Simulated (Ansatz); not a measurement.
# BeTe3: the cost of one run

Computed with Ansatz 0.2.0 (DFT PBE, scalar-relativistic, plane waves, PAW, unless a step's input says otherwise).

1 further run of the same task is left out (it didn't finish).

## Step 1: The starting structure

It takes space group P6_3/mmc (No. 194, hexagonal). Conventional cell: a = 7.482 Å, b = 7.482 Å, c = 5.754 Å, α = 90.00°, β = 90.00°, γ = 120.00°. Be (site symmetry -6m2) has 12 Te at 3.60 to 3.74 Å as nearest neighbours. Te (site symmetry mm2) is surrounded by 8 Te at 3.60 to 3.75 Å and 4 Be at 3.60 to 3.74 Å.

As a file:

```cif
data_structure
_symmetry_space_group_name_H-M 'P6_3/mmc'
_symmetry_Int_Tables_number 194
_cell_length_a 7.4822
_cell_length_b 7.4822
_cell_length_c 5.7541
_cell_angle_alpha 90.000
_cell_angle_beta 90.000
_cell_angle_gamma 120.000
_cell_volume 278.97
loop_
_atom_site_label
_atom_site_type_symbol
_atom_site_symmetry_multiplicity
_atom_site_Wyckoff_symbol
_atom_site_fract_x
_atom_site_fract_y
_atom_site_fract_z
_atom_site_occupancy
Be1 Be 2 d 0.33333 0.66667 0.75000 1
Te1 Te 6 h 0.16648 0.33295 0.25000 1
```

A structure generator made this guess: species swapped into a database cell of HoEr3 (P6_3/mmc, No. 194), with Be on the Ho sites and Te on the Er sites. Its size is a rough estimate.

## Step 2: Probe: one point on a coarse mesh

The input, input.yaml:

```yaml
crystal:
  lattice:
    - [7.48216049, 0.0, 0.0]
    - [-3.74108025, 6.47974106, 0.0]
    - [0.0, 0.0, 5.75412695]
  atoms:
    - { symbol: Be, position: [0.33333333, 0.66666667, 0.75] }
    - { symbol: Be, position: [0.66666667, 0.33333333, 0.25] }
    - { symbol: Te, position: [0.16647604, 0.33295208, 0.25] }
    - { symbol: Te, position: [0.66704792, 0.83352396, 0.25] }
    - { symbol: Te, position: [0.16647604, 0.83352396, 0.25] }
    - { symbol: Te, position: [0.83352396, 0.66704792, 0.75] }
    - { symbol: Te, position: [0.33295208, 0.16647604, 0.75] }
    - { symbol: Te, position: [0.83352396, 0.16647604, 0.75] }
basis:
  ecutwfc: 420
kpoints:
  mp_grid: { grid: [3, 3, 4] }
hamiltonian:
  xc: pbe
scf:
  occupations: { method: gaussian, width: 0.1 }
  lower_state_search: "off"
output:
  forces: true
  stress: true
  eigenvalues: true
```

On the command line:

```
$ ansatz run input.yaml --threads 1 --pin off --max-ram 2560MiB --backend cpu --events-out ev --progress --plain --runs-dir out
```

What time and memory should one allow on 1 thread of Arm Neoverse V2, shared host?

About 7.9 s, with a peak of 0.51 GiB.
